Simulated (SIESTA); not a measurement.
Runs of SIESTA 5.4.2 on HfIn4SiO6. The typed cell holds 12 atoms: a = 5.699 Å, b = 6.149 Å, c = 7.308 Å, α = 98.49°, β = 111.85°, γ = 96.55°. The cell was built by a generator and needn't be a form met in nature.

```csv
level,U,gap on the mesh (eV),pressure (GPa),largest force (eV/Å)
PBE+U,Hf d U = 6 eV,0.83,3.2,1.26
PBE+U,Hf d U = 4 eV,0.84,2.6,0.86
PBE+U,Hf d U = 2 eV,0.85,2.0,(b)
PBE,-,0.86,(a),0.40
```

Alike in all rows: task density of states; potentials or basis PseudoDojo 0.4 standard (PBE files), DZP (energy shift 0.003 Ry; two zetas on semicore shells); no spin polarisation; cell as given; k mesh 5 × 5 × 4; smearing fermi-dirac 0.05 eV; grid cutoff 800 Ry; energy shift 0.003 Ry.

Problem. Fill in the values left out.

Solution. (a) 1.5; (b) 0.51.

Caveats: short orbitals over semicore shells can move pressures by several GPa; spin-orbit coupling is left out, which moves the levels of the heavy elements; an odd mesh through Γ misses points on the zone boundary, where band edges often lie; the basis of atomic orbitals isn't converged, which shifts pressures, moduli and gaps; forces of over 1 eV/Å show positions far from the minimum, so gaps and moduli don't describe the material at rest (some runs).

A k mesh can miss the band edges, and the runs leave out spin-orbit coupling on Hf, In.
